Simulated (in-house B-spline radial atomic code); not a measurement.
# Zr⁺ in a hard spherical wall

What does confinement do to Zr⁺? The free system is solved first, then the same system inside hard walls. More than one configuration is followed.

Method: non-relativistic PBE, spin-polarised, spherical fractional occupations, point nucleus, basis-set limit. Code: in-house B-spline radial atomic code version 1.

### Step 1. The system

```
element       : zirconium (Z = 40)
charge        : +1
electrons     : 39
configuration : [Kr] 4d2 5s1
Hamiltonian   : non-relativistic
nucleus       : point
```

The outer shells:

[Kr] 4d2 5s1
```
[Kr] core
4d [↑ ][↑ ][  ][  ][  ]
5s [↑ ]
```

Where spins are not typed, each open shell is filled with up spins first.

Settings, as recorded:

```ini
Z = 40
electrons = 39.0
configuration = [Kr] 4d2 5s1
hamiltonian = nr
method = pbe,pbe
spin_polarised = True
```

From the earlier run of the reference: total energy -3540.250065 hartree. Levels, eight at most:

```tsv
orbital	occupation	energy (eV)	<r> (bohr)
3d up	5	-184.39	0.4515
3d down	5	-184.22	0.4514
4s up	1	-59.231	1.243
4s down	1	-58.054	1.236
4p up	3	-39.330	1.382
4p down	3	-37.982	1.371
4d up	2	-10.963	2.096
5s up	1	-10.238	3.437
```

### Step 2. Wall at 4.45 bohr, configuration [Kr] 4d2 5s1

Settings, as recorded:

```ini
Z = 40
electrons = 39.0
configuration = [Kr] 4d2 5s1
hamiltonian = nr
method = pbe,pbe
spin_polarised = True
wall_radius = 4.45
```

### Step 3. Wall at 2.27 bohr, configuration [Kr] 4d2 5s1

Settings: those of step 2 with these lines changed.

```diff
@@ -6,2 +6,2 @@
 spin_polarised = True
-wall_radius = 4.45
+wall_radius = 2.27
```

### Step 4. Wall at 4.45 bohr, configuration [Kr] 4d3

Settings, as recorded:

```ini
Z = 40
electrons = 39.0
configuration = [Kr] 4d3
hamiltonian = nr
method = pbe,pbe
spin_polarised = True
wall_radius = 4.45
```

### Step 5. Wall at 2.27 bohr, configuration [Kr] 4d3

Settings: those of step 4 with these lines changed.

```diff
@@ -6,2 +6,2 @@
 spin_polarised = True
-wall_radius = 4.45
+wall_radius = 2.27
```

### Step 6. Wall at 4.45 bohr, configuration [Ar] 3d9 4s2 4p6 4d2 5s1 5f1

Settings, as recorded:

```ini
Z = 40
electrons = 39.0
configuration = [Ar] 3d9 4s2 4p6 4d2 5s1 5f1
hamiltonian = nr
method = pbe,pbe
spin_polarised = True
wall_radius = 4.45
```

### Step 7. Wall at 2.27 bohr, configuration [Ar] 3d9 4s2 4p6 4d2 5s1 5f1

Settings: those of step 6 with these lines changed.

```diff
@@ -6,2 +6,2 @@
 spin_polarised = True
-wall_radius = 4.45
+wall_radius = 2.27
```

Q: What do the energy and the highest level do as the wall closes in, and which configuration is lower at each radius?

**Answer**, as computed:

| configuration | radius (bohr) | energy above the free system (eV) | pressure (GPa) | highest level (eV) |
| --- | --- | --- | --- | --- |
| [Kr] 4d2 5s1 | 4.45 | 5.882 | 33.4 | -4.438 (5s up) |
| [Kr] 4d2 5s1 | 2.27 | 188.44 | 6528 | 93.296 (5s up) |
| [Kr] 4d3 | 4.45 | 2.460 | 16.4 | -6.295 (4d up) |
| [Kr] 4d3 | 2.27 | 123.72 | 4773 | 29.487 (4d up) |
| [Ar] 3d9 4s2 4p6 4d2 5s1 5f1 | 4.45 | 234.23 | 98.7 | 35.857 (5f up) |
| [Ar] 3d9 4s2 4p6 4d2 5s1 5f1 | 2.27 | 513.04 | 8507 | 169.24 (5f up) |

What this shows: For [Kr] 4d2 5s1 the energy above the free reference is 5.882 eV at 4.45 bohr and 188.44 eV at 2.27 bohr, where the electrons press on it with 6528 GPa. Its highest level passes zero between 4.45 and 2.27 bohr; in smaller spheres the level is positive, pushed up by confinement, and the wall keeps the electron in. Of [Kr] 4d2 5s1 and [Kr] 4d3, the second stays lower at every radius that both share. At 2.27 bohr the lowest of all 3 is [Kr] 4d3. A hard wall is a crude model of an atom's surroundings.
